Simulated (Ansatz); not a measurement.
Predict the output of the script below (Ansatz 0.2.0 through its Python package).

`yb.py`
```python
"""Fat bands of Yb at high-symmetry points."""

from pathlib import Path

import ansatz
import pandas as pd

FUNCTIONAL = "lda"


def main() -> None:
    crystal = (
        ansatz.Lattice.of((-2.151483, 2.151483, 2.151483), (2.151483, -2.151483, 2.151483), (2.151483, 2.151483, -2.151483))
        .atom("Yb", (0.0, 0.0, 0.0))
    )

    points = {"G": (0.0, 0.0, 0.0), "H": (0.5, -0.5, 0.5), "N": (0.0, 0.0, 0.5), "P": (0.25, 0.25, 0.25)}
    calculation = (
        crystal.calculation()
        .functional(FUNCTIONAL)
        .kpoints(7, center="gamma")
        .occupations(ansatz.OccupationsMethod.FERMI_DIRAC)
        .band_structure(list(points.values()), intervals=1)
        .fat_bands()
    )
    def show(event):
        row = event["data"]
        if event["event"] == "scf_iter" and row.get("harris_foulkes_ev") is not None:
            print(f"  iteration {row['iter']:3d}  Harris-Foulkes {row['harris_foulkes_ev']:.5f} eV  residual {row['dr2_ev']:.2e}")


    out = calculation.session().plan().execute(on_event=show)
    summary = out.report
    file = Path(out.write_results("results")) / "fatbands.tsv"
    names = file.read_text().splitlines()[0].lstrip("# ").split("\t")
    table = pd.read_csv(file, sep="\t", comment="#", names=names)
    near = table[table.e_minus_ef.abs() < 4]
    for ik, label in enumerate(points):
        print(label)
        for _, row in near[near.ik == ik].iterrows():
            main = row[names[4:]].astype(float).nlargest(2)
            print(f"   band {int(row.band):3d} {row.e_minus_ef:7.3f} eV  " + ", ".join(f"{k} {v:.2f}" for k, v in main.items()))


if __name__ == "__main__":
    main()
```

```console
$ python yb.py
DeckWarning: basis.ecutwfc = 420 eV, auto-derived from the records' recommended cutoffs: set by Yb (normal level)
  iteration   1  Harris-Foulkes -13560.55672 eV  residual 9.19e-02
  iteration   2  Harris-Foulkes -13560.54497 eV  residual 7.77e-03
  iteration   3  Harris-Foulkes -13560.54445 eV  residual 2.56e-03
  iteration   4  Harris-Foulkes -13560.54397 eV  residual 1.56e-04
  iteration   5  Harris-Foulkes -13560.54401 eV  residual 2.80e-05
  iteration   6  Harris-Foulkes -13560.54401 eV  residual 1.18e-05
  iteration   7  Harris-Foulkes -13560.54401 eV  residual 2.77e-06
  iteration   8  Harris-Foulkes -13560.54401 eV  residual 1.06e-07
  iteration   9  Harris-Foulkes -13560.54401 eV  residual 5.70e-10
G
   band   5  -0.594 eV  yb0_l3_4F 1.00, yb0_l0_5S 0.00
   band   6  -0.594 eV  yb0_l3_4F 1.00, yb0_l0_5S 0.00
   band   7  -0.594 eV  yb0_l3_4F 1.00, yb0_l0_5S 0.00
   band   8  -0.487 eV  yb0_l3_4F 1.00, yb0_l1_5P 0.00
   band   9  -0.487 eV  yb0_l3_4F 1.00, yb0_l1_5P 0.00
   band  10  -0.487 eV  yb0_l3_4F 1.00, yb0_l1_5P 0.00
   band  11  -0.463 eV  yb0_l3_4F 1.00, yb0_l0_5S 0.00
   band  12   2.635 eV  yb0_l2_5D 1.00, yb0_l0_5S 0.00
   band  13   2.635 eV  yb0_l2_5D 1.00, yb0_l0_5S 0.00
   band  14   2.635 eV  yb0_l2_5D 1.00, yb0_l0_5S 0.00
H
   band   4  -0.589 eV  yb0_l3_4F 1.00, yb0_l0_5S 0.00
   band   5  -0.559 eV  yb0_l3_4F 1.00, yb0_l1_5P 0.00
   band   6  -0.559 eV  yb0_l3_4F 1.00, yb0_l1_5P 0.00
   band   7  -0.559 eV  yb0_l3_4F 1.00, yb0_l1_5P 0.00
   band   8  -0.484 eV  yb0_l3_4F 1.00, yb0_l0_5S 0.00
   band   9  -0.484 eV  yb0_l3_4F 1.00, yb0_l0_5S 0.00
   band  10  -0.484 eV  yb0_l3_4F 1.00, yb0_l0_5S 0.00
   band  11  -0.374 eV  yb0_l2_5D 1.00, yb0_l0_5S 0.00
   band  12  -0.374 eV  yb0_l2_5D 1.00, yb0_l0_5S 0.00
N
   band   4  -1.659 eV  yb0_l2_5D 0.84, yb0_l0_6S 0.14
   band   5  -0.590 eV  yb0_l3_4F 1.00, yb0_l1_5P 0.00
   band   6  -0.582 eV  yb0_l3_4F 0.97, yb0_l1_5P 0.00
   band   7  -0.560 eV  yb0_l3_4F 1.00, yb0_l1_5P 0.00
   band   8  -0.517 eV  yb0_l3_4F 0.99, yb0_l1_5P 0.00
   band   9  -0.513 eV  yb0_l3_4F 1.00, yb0_l0_5S 0.00
   band  10  -0.494 eV  yb0_l3_4F 1.00, yb0_l1_5P 0.00
   band  11  -0.477 eV  yb0_l3_4F 1.00, yb0_l1_5P 0.00
   band  12   0.407 eV  yb0_l3_4F 0.04, yb0_l1_5P 0.00
   band  13   1.210 eV  yb0_l2_5D 1.00, yb0_l0_5S 0.00
P
   band   4  -0.583 eV  yb0_l3_4F 0.99, yb0_l0_6S 0.01
   band   5  -0.535 eV  yb0_l3_4F 0.99, yb0_l2_5D 0.01
   band   6  -0.535 eV  yb0_l3_4F 0.99, yb0_l2_5D 0.01
   band   7  -0.535 eV  yb0_l3_4F 0.99, yb0_l2_5D 0.01
   band   8  -0.517 eV  yb0_l3_4F 1.00, yb0_l0_5S 0.00
   band   9  -0.517 eV  yb0_l3_4F 1.00, yb0_l0_5S 0.00
   band  10  -0.517 eV  yb0_l3_4F 1.00, yb0_l0_5S 0.00
   band  11   0.318 eV  yb0_l2_5D 0.95, yb0_l1_5P 0.03
   band  12   0.318 eV  yb0_l2_5D 0.95, yb0_l1_5P 0.03
   band  13   0.318 eV  yb0_l2_5D 0.95, yb0_l1_5P 0.03
   band  14   2.885 eV  yb0_l0_6S 0.98, yb0_l3_4F 0.01
```
(Warnings from the package without file and line.)

Reading the output:
- Total energies depend on the potentials; only differences at equal settings carry meaning. A total without «per atom» is that of the cell as typed.
- Semilocal functionals put the nearly full 4f shell of Yb too close to the Fermi level.
- The computed bands are complete only to about 3.1 eV above the Fermi level.
- The mesh is modest for a metal, so energies can be off by several to tens of meV an atom and pressures by half a GPa or more; differences at equal mesh fare better.
- This isn't the structure that Yb takes at ambient conditions.
- Levels are Kohn-Sham eigenvalues on this mesh, without spin-orbit coupling.
- Energies are less the Fermi level and bands count from 0. Only the largest channels are printed, equivalent atoms hold more, and in degenerate sets the split between sites is arbitrary; shells that the potentials lack have no channel.
- The whole script took 1.8 s on 1 thread of Arm Neoverse V2 (shared host), peak memory 0.38 GiB.

(Lines on the test bed's own set-up are left out of the output.)
